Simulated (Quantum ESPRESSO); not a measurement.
Runs of Quantum ESPRESSO 7.5 on MoS2. The structure is trigonal, space group R-3m (No. 166). Conventional cell: a = 3.171 Å, b = 3.171 Å, c = 18.345 Å, α = 90.00°, β = 90.00°, γ = 120.00°. Mo (site symmetry -3m) has 6 S at 2.39 Å as nearest neighbours. S (site symmetry 3m) is surrounded by 3 Mo at 2.39 Å. Measurements of this composition are mostly on another form, of space group No. 194.

```tsv
level	U	gap on the mesh (eV)	pressure (GPa)	moment (μB)	largest force (eV/Å)
PBEsol+U	Mo d U = 8 eV	none	25.2	2.12	(b)
PBEsol+U	Mo d U = 6 eV	none	20.0	2.08	1.48
PBEsol+U	Mo d U = 4 eV	none	10.6	1.45	1.07
PBEsol+U	Mo d U = 3 eV	none	3.0	(a)	0.74
PBEsol	-	none	3.2	0.00	0.78
```

Alike in all rows: task single point; potentials or basis PseudoDojo 0.4.1 SR PBEsol standard; spin collinear, ferromagnetic start; cell as given; k mesh 7 × 7 × 7; cutoff (eV) 1088; smearing gaussian 0.05 eV.

Q: Fill in the values left out.

A: (a) 0.15; (b) 1.92.

Caveats: the cell's inner coordinates are idealised or old, which leaves forces on the atoms.

A k mesh can miss the band edges, and the runs leave out spin-orbit coupling on Mo.

A gap of «none» marks a metal or a gap under the smearing width.
